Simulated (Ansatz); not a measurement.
Crystal: BiTe.

```xyz
2
Lattice="0.0000 3.2350 3.2350 3.2350 0.0000 3.2350 3.2350 3.2350 0.0000" Properties=species:S:1:pos:R:3 pbc="T T T"
Bi    0.0000    0.0000    0.0000
Te    3.2350    3.2350    3.2350
```

Base run:

```yaml
Program: Ansatz 0.2.0
Functional: PBEsol
Potentials_or_basis: Ansatz PAW
Cutoff: "420 eV (not typed: the program's choice for these potentials)"
k_mesh: 7 × 7 × 7
Occupations: fermi-dirac, width 0.05 eV
Spin: no spin polarisation
```

Its results: band gap on the k mesh none (metal or under the smearing width); pressure -1.5 GPa.

Task: The run is repeated on the same cell with these changes: functional from PBEsol to LDA. What comes out?

Result: Band gap on the k mesh none (metal or under the smearing width); pressure -2.7 GPa.

LDA binds more tightly than PBEsol, so the same cell stands under less pressure.

Caveats: spin-orbit coupling is left out, which moves the levels of the heavy elements; the PAW data sets come from PBE, with cores solved anew for the run's functional, which leaves a small shift of forces and pressure.
